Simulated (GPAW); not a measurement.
Runs of GPAW 26.7.0 on KPt. Symmetry: P-6m2, No. 187, hexagonal system. Conventional cell: a = 3.001 Å, b = 3.001 Å, c = 5.346 Å, α = 90.00°, β = 90.00°, γ = 120.00°. Around Pt (site symmetry -6m2) lie 6 Pt at 3.00 Å and 6 K at 3.19 Å. Around K (site symmetry -6m2) lie 6 K at 3.00 Å and 6 Pt at 3.19 Å. The cell comes from a database or a generator and needn't be the stable form of this composition.

```csv
level,potentials or basis,smearing,gap on the mesh (eV),pressure (GPa)
RPBE,"the program's PAW data sets (release 1.2.1) made for this functional, pw",gaussian 0.02 eV,none,3.4
r2SCAN+D4,"GPAW PAW data sets (gpaw-data 1.2.1), pw",gaussian 0.05 eV,none,(a)
PBEsol,"PAW data sets generated in the run's folder for this functional, pw",gaussian 0.02 eV,none,-3.9
LDA,"the program's PAW data sets (release 1.2.1) made for this functional, pw",gaussian 0.05 eV,none,-6.9
```

Alike in all rows: task single point; no spin polarisation; cell as given; k mesh 10 × 10 × 5; cutoff (eV) 600.

**Question.** Fill in the values left out.

**Answer.** (a) -2.6.

Caveats: the PAW data sets were made with another functional, which shifts forces and pressure a little (some runs); pairwise dispersion overbinds metals, which lowers pressure and volume (some runs).

A k mesh can miss the band edges, and the runs leave out spin-orbit coupling on Pt.

A gap of «none» marks a metal or a gap under the smearing width.

Not every run made on this cell is shown here.
